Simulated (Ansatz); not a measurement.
# Bi4Te3: the cost of one run

Computed with Ansatz 0.2.0 (DFT PBE, scalar-relativistic, plane waves, PAW, unless a step's input says otherwise).

### 1 The starting structure

It takes space group P6/mmm (No. 191, hexagonal). Conventional cell: a = 5.218 Å, b = 5.218 Å, c = 9.855 Å, α = 90.00°, β = 90.00°, γ = 120.00°. Around Bi (site symmetry 3m) lie 3 Bi at 3.01 Å and 3 Te at 3.21 Å. Te (site symmetry mmm) has 4 Te at 2.61 Å and 4 Bi at 3.21 Å as nearest neighbours.

Coordinates:

```cif
data_structure
_symmetry_space_group_name_H-M 'P6/mmm'
_symmetry_Int_Tables_number 191
_cell_length_a 5.2180
_cell_length_b 5.2180
_cell_length_c 9.8550
_cell_angle_alpha 90.000
_cell_angle_beta 90.000
_cell_angle_gamma 120.000
_cell_volume 232.38
loop_
_atom_site_label
_atom_site_type_symbol
_atom_site_symmetry_multiplicity
_atom_site_Wyckoff_symbol
_atom_site_fract_x
_atom_site_fract_y
_atom_site_fract_z
_atom_site_occupancy
Bi1 Bi 4 h 0.33333 0.66667 0.28779 1
Te1 Te 3 f 0.50000 0.00000 0.00000 1
```

A structure generator made this guess: random cell by space group and Wyckoff sites (P6/mmm, No. 191). Lengths come from tabulated atomic sizes and are only a guess.

### 2 The guess as it stands, on a coarse mesh

File input.yaml:

```yaml
crystal:
  lattice:
    - [5.21798794, 0.0, 0.0]
    - [-2.60899397, 4.51891011, 0.0]
    - [0.0, 0.0, 9.85501046]
  atoms:
    - { symbol: Bi, position: [0.33333333, 0.66666667, 0.28779123] }
    - { symbol: Bi, position: [0.33333333, 0.66666667, 0.71220877] }
    - { symbol: Bi, position: [0.66666667, 0.33333333, 0.71220877] }
    - { symbol: Bi, position: [0.66666667, 0.33333333, 0.28779123] }
    - { symbol: Te, position: [0.5, 0.0, 0.0] }
    - { symbol: Te, position: [0.0, 0.5, 0.0] }
    - { symbol: Te, position: [0.5, 0.5, 0.0] }
basis:
  ecutwfc: 420
kpoints:
  mp_grid: { grid: [6, 6, 2] }
hamiltonian:
  xc: pbe
scf:
  occupations: { method: gaussian, width: 0.1 }
  lower_state_search: "off"
output:
  forces: true
  stress: true
  eigenvalues: true
```

Run with:

```
> ansatz run input.yaml --threads 1 --pin off --max-ram 2560MiB --backend cpu --events-out ev --progress --plain --runs-dir out
```

Q: Estimate wall time and peak memory on 1 thread of Arm Neoverse N1, shared host.

About 17 s, with a peak of 0.52 GiB.
